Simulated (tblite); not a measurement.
# C5H7SSi2: the cost of one run

The runs use tblite 0.8.0 and PySCF 2.14.0, with density-fitted response routines of our own; the level of theory stands in each step. All values are computed, except where a source is named. Atoms count from 0, in the outputs and in this text.

## 1. The molecule as given

15 atoms, charge 0, multiplicity 2; geometry from: force field or distance geometry start.

Bonds of the start (Å): C0–C1 1.21, C1–Si2 1.83, Si2–C3 1.84, C3–C4 1.20, C4–C5 1.47, Si2–S6 2.14, S6–Si7 2.16, Si2–H8 1.47, C5–H9 1.09, C5–H10 1.12, C5–H11 1.12, Si7–H12 1.46, Si7–H13 1.48, Si7–H14 1.45.

## 2. Geometry optimisation with GFN2-xTB

Job settings and geometry (Å):

```
{"job": {"kind": "relax", "xc": "GFN2-xTB", "basis": "xTB"}, "charge": 0, "multiplicity": 2}
C     -1.144600     1.337400     3.436500
C     -0.859400     0.437100     2.677100
Si    -0.378100    -0.922300     1.543200
C      0.940700    -0.348900     0.397700
C      1.820800     0.022000    -0.333700
C      2.889700     0.489400    -1.224100
S     -2.089000    -1.577500     0.436400
Si    -2.620200    -0.069800    -1.009900
H      0.140200    -2.028200     2.360000
H      2.813100    -0.014500    -2.192500
H      3.881000     0.236300    -0.771300
H      2.873500     1.607900    -1.309200
H     -1.707100     1.060800    -0.839700
H     -4.024800     0.378000    -0.832500
H     -2.540100    -0.599700    -2.359900
```

Launch:

```console
$ OMP_NUM_THREADS=1 python probes_run.py task.json out
```

The driver reads the jobs from task.json and runs them one after another.

Q: Estimate the wall time of this first job on 1 thread of AMD EPYC, shared host.

About 1.4 s.
